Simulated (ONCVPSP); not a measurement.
# Calcium: generating and testing an ONCV potential

Aim: build the potential from the settings below, then test how well it stands in for the atom: other configurations, scattering, ghost states and the plane-wave cutoff that it needs.

Program: ONCVPSP 4.0.1. Reference atom: PBEsol, scalar-relativistic, spherical and spin-unpolarised. All values are calculated.

## (1) The design

The settings as typed:

| Property | Result |
| --- | --- |
| element | calcium (Ca, Z = 20) |
| type | optimised norm-conserving Vanderbilt (ONCV) |
| frozen core | [Ar] |
| valence charge | 2 |
| reference configuration | 4s2 |
| partial waves | 4s: rc 3.05 bohr, ncon 5, nbas 10, qcut 2.5 1/bohr, 2 projectors, debl 0.8 Ha; p scattering state at 0.45 Ha: rc 2.50 bohr, ncon 4, nbas 9, qcut 2.9 1/bohr, 1 projector; d scattering state at 0.25 Ha: rc 2.45 bohr, ncon 5, nbas 8, qcut 4.3 1/bohr, 2 projectors, debl 3.9 Ha |
| local potential | polynomial inside 2.35 bohr (lpopt 4, dvloc0 4 Ha) |
| core correction | Teter function, fcfact 5, rcfact 1.2 |

## (2) The generation run

Ca.dat

```
# ATOM AND REFERENCE CONFIGURATION
# atsym  z   nc   nv     iexc    psfile
  Ca 20.00    5    1  -116133      upf
#
#   n    l    f
    1    0    2.00
    2    0    2.00
    2    1    6.00
    3    0    2.00
    3    1    6.00
    4    0    2.00
#
# PSEUDOPOTENTIAL AND OPTIMIZATION
# lmax
    2
#
#   l,   rc,      ep,       ncon, nbas, qcut
    0    3.05    0.00    5   10    2.50
    1    2.50    0.45    4    9    2.90
    2    2.45    0.25    5    8    4.30
#
# LOCAL POTENTIAL
# lloc, lpopt,  rc(5),   dvloc0
    4    4    2.35    4.00
#
# VANDERBILT-KLEINMAN-BYLANDER PROJECTORs
# l, nproj, debl
    0    2    0.80
    1    1    0.60
    2    2    3.90
#
# MODEL CORE CHARGE
# icmod, fcfact, rcfact
    3    5.00    1.20
#
# LOG DERIVATIVE ANALYSIS
# epsh1, epsh2, depsh
   -2.00    5.00    0.02
#
# OUTPUT GRID
# rlmax, drl
    6.00    0.01
#
# TEST CONFIGURATIONS
# ncnf
    4
# nvcnf
#   n    l    f
    1
    4    0    1.00
#
    1
    4    0    1.50
#
    2
    4    0    1.00
    4    1    1.00
#
    2
    4    0    0.00
    3    2    1.00
#
```

The run is started by

```sh
$ oncvpsp.x < Ca.dat > Ca.out
```

Q: Predict the outcome of this session. Wanted: cutoffs for 1 and 0.1 mHa per electron, occupied waves; bound ghosts; GHOST(+) flags; largest test error; largest phase difference near zero energy, channels read; rms error of d²Exc/dn², without and with the model core; projector energies reset by the program.

The runs gave:

| quantity | value |
| --- | --- |
| cutoffs for 1 and 0.1 mHa per electron, occupied waves | 1.9 Ha and 2.6 Ha |
| bound ghosts | none found |
| GHOST(+) flags | s at 350 eV |
| largest test error (AE − PS) | +252 meV, for 3d1 4s0 |
| largest phase difference near zero energy, channels read | 0.100 rad |
| rms error of d²Exc/dn², without and with the model core | 2.69 and 0.46 mHa |
| projector energies reset by the program | d: -0.072, 3.828 Ha |

**Reading.** By total energies transferability is poor: the largest error is 252 meV on 7.6 eV, for 3d1 4s0. The potential is soft on the atom at that tolerance: the looser tolerance needs 1.9 Ha. That counts occupied waves only; other projectors can need more. No bound ghost shows below the valence levels. Near zero energy the largest phase difference among the channels read is 0.10 rad, in the p channel. The program also flags highly localised states, GHOST(+) (s). These are tests on the free atom; a crystal test is still owed.
